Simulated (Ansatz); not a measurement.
# Zr4W: the cost of one run

Method: DFT PBE, scalar-relativistic, plane waves, PAW, in Ansatz 0.2.0.

### 1 Starting point

It takes space group Pm-3m (No. 221, cubic). Conventional cell: a = 4.372 Å, b = 4.372 Å, c = 4.372 Å, α = 90.00°, β = 90.00°, γ = 90.00°. Zr (site symmetry 4/mmm) is surrounded by 2 Zr at 2.19 Å. Around Zr (site symmetry m-3m) lie 6 Zr at 2.19 Å. W (site symmetry m-3m) has 12 Zr at 3.09 Å as nearest neighbours.

As a file:

```cif
data_structure
_symmetry_space_group_name_H-M 'P 1'
_symmetry_Int_Tables_number 1
_cell_length_a 4.3718
_cell_length_b 4.3718
_cell_length_c 4.3718
_cell_angle_alpha 90.000
_cell_angle_beta 90.000
_cell_angle_gamma 90.000
_cell_volume 83.56
loop_
_atom_site_label
_atom_site_type_symbol
_atom_site_fract_x
_atom_site_fract_y
_atom_site_fract_z
_atom_site_occupancy
Zr1 Zr 0.50000 0.00000 0.00000 1
Zr2 Zr 0.00000 0.50000 0.00000 1
Zr3 Zr 0.00000 0.00000 0.50000 1
Zr4 Zr 0.00000 0.00000 0.00000 1
W1 W 0.50000 0.50000 0.50000 1
```

A structure generator made this guess: random cell by space group and Wyckoff sites (Pm-3m, No. 221). Lengths come from tabulated atomic sizes and are only a guess.

### 2 The guess as it stands, on a coarse mesh

input.yaml

```yaml
crystal:
  lattice:
    - [4.371829, 0.0, 0.0]
    - [0.0, 4.371829, 0.0]
    - [0.0, 0.0, 4.371829]
  atoms:
    - { symbol: Zr, position: [0.5, 0.0, 0.0] }
    - { symbol: Zr, position: [0.0, 0.5, 0.0] }
    - { symbol: Zr, position: [0.0, 0.0, 0.5] }
    - { symbol: Zr, position: [0.0, 0.0, 0.0] }
    - { symbol: W, position: [0.5, 0.5, 0.5] }
basis:
  ecutwfc: 420
kpoints:
  mp_grid: { grid: [4, 4, 4] }
hamiltonian:
  xc: pbe
scf:
  occupations: { method: gaussian, width: 0.1 }
  lower_state_search: "off"
output:
  forces: true
  stress: true
  eigenvalues: true
```

Launch:

```sh
> ansatz run input.yaml --threads 1 --pin off --max-ram 2048MiB --backend cpu --events-out ev --progress --plain --runs-dir out
```

What time and memory should one allow on 1 thread of Intel Xeon 6975P-C (Granite Rapids), shared host?

About 1.4 s, with a peak of 0.38 GiB.
